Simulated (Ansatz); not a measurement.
**GeAsH₂+ (triplet): the correlation ladder, cc-pVDZ**

Aim: climb from Hartree-Fock through coupled cluster and multireference methods for GeAsH₂+ (triplet) at one geometry and basis, and see what each rung misses.

Method: cc-pVDZ, core rule «outside noble gas», up to 28 orbitals frozen; program: Ansatz 0.2.0, Gaussian basis.

The runs, in order: UHF; CCSD(T) on ROHF; CCSD(T) on UHF; BCCD(T) on ROHF; CISD as a restricted active space (open shells left free, so some higher excitations enter); CCSDT(Q) on ROHF; CCSDT(Q) on UHF; CASSCF and MRCISD+Q, 10 electrons in 10 orbitals; CASSCF and MRCISD+Q(relaxed), 10 electrons in 10 orbitals; CASSCF and NEVPT2, 10 electrons in 10 orbitals.

23 further runs of the same task are left out: 9 that didn't finish, 14 set aside as unsound or not needed. Runs told in other sessions of the task aren't counted.

## Step 1: What is computed

The geometry is a PBE0/def2-TZVP stationary point (not a proven minimum) of the parent state, kept for this charge and spin. No spin-orbit coupling is included. The filled d shell of Ge, As may be among the frozen orbitals whatever the setting's name suggests.

4 atoms, charge 1, spin multiplicity 3.

Atoms are counted from 1 here; the program's logs count them from 0.

Bond lengths: Ge1–As2 2.468 Å, Ge1–H3 1.598 Å, As2–H4 1.531 Å. Angles: As2–Ge1–H3 89.5°, Ge1–As2–H4 93.3°.

## Step 2: UHF

Contents of in.yaml:

```yaml
crystal:
  periodic: [false, false, false]
  atoms:
    - {symbol: Ge, position_ang: [0.000000, -0.051545, 1.252285]}
    - {symbol: As, position_ang: [0.000000, 0.049023, -1.213340]}
    - {symbol: H, position_ang: [0.000000, 1.545262, 1.304675]}
    - {symbol: H, position_ang: [0.000000, -1.474451, -1.364821]}
basis:
  gaussian: {orbitals: cc-pVDZ}
total_charge: 1
magnetization: {spin_polarized: true, initial_magnetization: 2}
hamiltonian: {xc: hf}
output: {orbitals: {seedname: orbitals}}
```

Launch:

```console
ansatz run in.yaml --threads 1 --pin off --events-out ev --progress --plain --max-ram 2393MiB
```

Further steps of the session: CCSD(T) on ROHF; CCSD(T) on UHF; BCCD(T) on ROHF; CISD as a restricted active space (open shells left free, so some higher excitations enter); CCSDT(Q) on ROHF; CCSDT(Q) on UHF; CASSCF and MRCISD+Q, 10 electrons in 10 orbitals; CASSCF and MRCISD+Q(relaxed), 10 electrons in 10 orbitals; CASSCF and NEVPT2, 10 electrons in 10 orbitals.

Q: Predict the results of all the runs planned. Wanted: UCCSDT(Q) from the RHF energy; RMP2 from UCCSDT(Q); UMP2 from UCCSDT(Q); RCCSD from UCCSDT(Q); RCCSD(T) from UCCSDT(Q); UCCSD(T) from UCCSDT(Q); RCCSDT(Q) from UCCSDT(Q); NEVPT2 valence from UCCSDT(Q); MRCISD+Q valence from UCCSDT(Q).

The runs gave:

```
                                quantity                                                                   value
           UCCSDT(Q) from the ROHF energy                                                              -5.4329 eV
                     RMP2 from UCCSDT(Q)                                                             +1218.5 meV
                     UMP2 from UCCSDT(Q)                                                             +1284.3 meV
                    RCCSD from UCCSDT(Q)                                                              +226.4 meV
                 RCCSD(T) from UCCSDT(Q)                                                               +58.9 meV
                 UCCSD(T) from UCCSDT(Q)                                                               +53.8 meV
                RCCSDT(Q) from UCCSDT(Q)                                                                +7.6 meV
           NEVPT2 valence from UCCSDT(Q)                                                              +799.9 meV
         MRCISD+Q valence from UCCSDT(Q)                                                               +14.2 meV
MRCISD+Q(relaxed) valence from UCCSDT(Q)                                                               -13.1 meV
       levels within 1 kcal/mol (43 meV)  RCCSDT, UCCSDT, RCCSDT(Q), MRCISD+Q valence, MRCISD+Q(relaxed) valence
                           T1 diagnostic                                                                   0.038
          effectively unpaired electrons                                                                    2.05
```

In words: RCCSD(T) misses by +58.9 meV, 1.1 % of the correlation energy. One determinant dominates. Of the multireference levels listed MRCISD+Q(relaxed) valence comes nearest in total energy (-13.1 meV), which doesn't show that its space is the better one. These misses are within one basis, not against nature; the frozen cores of restricted and unrestricted runs differ, which can shift their rows.

With open shells the CI space here admits some higher excitations, so it is larger than plain CISD.
